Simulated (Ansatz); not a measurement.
# CHGe+ (triplet): the correlation ladder, cc-pVDZ

Aim: climb from Hartree-Fock through coupled cluster and multireference methods for CHGe+ (triplet) at one geometry and basis, and see what each rung misses.

Computed with Ansatz 0.2.0, Gaussian basis. Level: cc-pVDZ, core rule «outside noble gas», up to 15 orbitals frozen.

To be run: UHF; CCSD(T) on ROHF; CCSD(T) on UHF; BCCD(T) on ROHF; CISD; CCSDT(Q) on ROHF; CCSDT(Q) on UHF; CASSCF and MRCISD+Q, 8 electrons in 9 orbitals; CASSCF and NEVPT2, 8 electrons in 9 orbitals.

21 further runs of the same task are left out: 9 that didn't finish, 12 set aside as unsound or not needed.

**1. What is computed**

The geometry is a PBE0/def2-TZVP stationary point (not a proven minimum) of the parent state, kept for this charge and spin. No spin-orbit coupling is included. The filled d shell of Ge may be among the frozen orbitals whatever the setting's name suggests; the logs give the count.

3 atoms, charge 1, spin multiplicity 3.

Atoms are counted from 1 here; the program's logs count them from 0.

Bond lengths: Ge1–C2 1.987 Å, C2–H3 1.097 Å. Angles: Ge1–C2–H3 132.1°.

**2. UHF**

in.yaml reads:

```yaml
crystal:
  periodic: [false, false, false]
  atoms:
    - {symbol: Ge, position_ang: [0.000000, 0.014036, 0.310508]}
    - {symbol: C, position_ang: [0.000000, -0.136900, -1.670999]}
    - {symbol: H, position_ang: [0.000000, 0.619772, -2.465821]}
basis:
  gaussian: {orbitals: cc-pVDZ}
total_charge: 1
magnetization: {spin_polarized: true, initial_magnetization: 2}
hamiltonian: {xc: hf}
output: {orbitals: {seedname: orbitals}}
```

Started as:

```sh
> ansatz run in.yaml --threads 1 --pin off --events-out ev --progress --plain --max-ram 2393MiB
```

After this run come: CCSD(T) on ROHF; CCSD(T) on UHF; BCCD(T) on ROHF; CISD; CCSDT(Q) on ROHF; CCSDT(Q) on UHF; CASSCF and MRCISD+Q, 8 electrons in 9 orbitals; CASSCF and NEVPT2, 8 electrons in 9 orbitals.

Before running them: what should the planned runs give, taken together? Wanted: UCCSDT(Q) below the RHF energy; RMP2 from UCCSDT(Q); UMP2 from UCCSDT(Q); RCCSD from UCCSDT(Q); RCCSD(T) from UCCSDT(Q); UCCSD(T) from UCCSDT(Q); RCCSDT(Q) from UCCSDT(Q); NEVPT2 valence from UCCSDT(Q); MRCISD+Q valence from UCCSDT(Q).

As calculated:

```
                         quantity                                        value
   UCCSDT(Q) below the RHF energy                                   -4.9660 eV
              RMP2 from UCCSDT(Q)                                  +1130.3 meV
              UMP2 from UCCSDT(Q)                                  +1139.4 meV
             RCCSD from UCCSDT(Q)                                   +208.8 meV
          RCCSD(T) from UCCSDT(Q)                                    +55.6 meV
          UCCSD(T) from UCCSDT(Q)                                    +56.0 meV
         RCCSDT(Q) from UCCSDT(Q)                                     +2.4 meV
    NEVPT2 valence from UCCSDT(Q)                                   +603.3 meV
  MRCISD+Q valence from UCCSDT(Q)                                     +5.4 meV
levels within 1 kcal/mol (43 meV)  RCCSDT, UCCSDT, RCCSDT(Q), MRCISD+Q valence
                    T1 diagnostic                                        0.049
   effectively unpaired electrons                                         2.05
```

In words: RCCSD(T) misses by +55.6 meV, 1.1 % of the correlation energy. The occupations are near whole numbers, but T1 = 0.049 shows that the orbitals relax strongly. Of the multireference levels listed MRCISD+Q valence comes nearest in total energy (+5.4 meV), which doesn't show that its space is the better one. These misses are within one basis, not against nature; the frozen cores of restricted and unrestricted runs differ, which can shift their rows.
